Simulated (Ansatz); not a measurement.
# GdO (zincblende): zero-pressure volume and bulk modulus with PBE + D3(BJ)

An exercise on one series of results from a longer session: the logs are not shown, and one member is left open.

Computed with Ansatz 0.2.0 (DFT PBE + D3(BJ) with U = 6 eV on Gd 4f, scalar-relativistic, plane waves, PAW, unless a step's input says otherwise).

1 further run of the same task is left out (set aside as unsound or not needed).

**The system as given**

Symmetry: F-43m, No. 216, cubic system. The conventional cell has a = 5.400 Å, b = 5.400 Å, c = 5.400 Å, α = 90.00°, β = 90.00°, γ = 90.00°. Around Gd (site symmetry -43m) lie 4 O at 2.34 Å. Around O (site symmetry -43m) lie 4 Gd at 2.34 Å.

As a file:

```cif
data_structure
_symmetry_space_group_name_H-M 'F-43m'
_symmetry_Int_Tables_number 216
_cell_length_a 5.4000
_cell_length_b 5.4000
_cell_length_c 5.4000
_cell_angle_alpha 90.000
_cell_angle_beta 90.000
_cell_angle_gamma 90.000
_cell_volume 157.46
loop_
_atom_site_label
_atom_site_type_symbol
_atom_site_symmetry_multiplicity
_atom_site_Wyckoff_symbol
_atom_site_fract_x
_atom_site_fract_y
_atom_site_fract_z
_atom_site_occupancy
Gd1 Gd 4 a 0.00000 0.00000 0.00000 1
O1 O 4 d 0.25000 0.25000 0.75000 1
```

An earlier run at PBE+U (U_eff = 6 eV on Gd 4f) left this cell at 19.683 Å³/atom and -0.19 GPa (8×8×8 mesh), a metal on this mesh, moments in the atoms' spheres Gd 7.02 μB.

The first run:

input.yaml

```yaml
crystal:
  lattice:
    - [0.0, 2.7, 2.7]
    - [2.7, 0.0, 2.7]
    - [2.7, 2.7, 0.0]
  atoms:
    - { symbol: Gd, position: [0.0, 0.0, 0.0], spin: 7.72 }
    - { symbol: O, position: [0.25, 0.25, 0.25] }
basis:
  ecutwfc: 420
  ecutrho_ratio: 4
kpoints:
  mp_grid: { grid: [8, 8, 8] }
hamiltonian:
  xc: pbe
  dispersion: d3bj
  hubbard: { sites: [{ species: Gd, l: f, u_eff: 6.0 }] }
scf:
  occupations: { method: gaussian, width: 0.05 }
  lower_state_search: "off"
output:
  forces: true
  stress: true
  eigenvalues: true
  populations: true
  hubbard: { sites: [{ species: Gd, l: f }] }
magnetization:
  spin_polarized: true
checkpoint:
  read: start.run
  write: ck
  compress: false
  write_wavefunctions: false
  write_every: 100000
```

start.run holds the state of a PBE+U run on this cell.

Started as:

```
$ ansatz run input.yaml --threads 4 --pin off --max-ram 6144MiB --backend cpu --events-out ev --progress --plain --runs-dir out
```

Among the steps run: At the given cell; Stepping to 19.358 Å³/atom; Stepping to 19.202 Å³/atom; Volume × 0.98 of the new zero; Volume × 1.02 of the new zero; Volume × 0.96 of the new zero; Volume × 1.04 of the new zero.

One of the session's tables, all rows but one given; the rest of the session is left out.

It belongs to the step «Energy and pressure against volume». 

```
volume (Å³/atom)  energy (meV/atom)  pressure (GPa)
          18.434              10.82            4.67
          18.818                  ?               ?
          19.202               0.00            0.00
          19.586               2.51           -2.00
          19.970               9.44           -3.81
```

Q: Estimate the row for volume (Å³/atom) = 18.818 from the others.

Worked estimate for «energy (meV/atom)». A straight line through the neighbours (18.434, 10.82) and (19.202, 0.00) gives 10.82 + (0.00 − 10.82) × (18.818 − 18.434) / (19.202 − 18.434) = 5.41; a parabola fitted to 3 rows on both sides gives 2.77.

As computed: energy (meV/atom): 2.68; pressure (GPa): 2.21. In «energy (meV/atom)» the line misses by +2.73 and the parabola by +0.09.

Limits of these values: Warnings in the runs' records: filled band counts differ across k points, stability check not made.
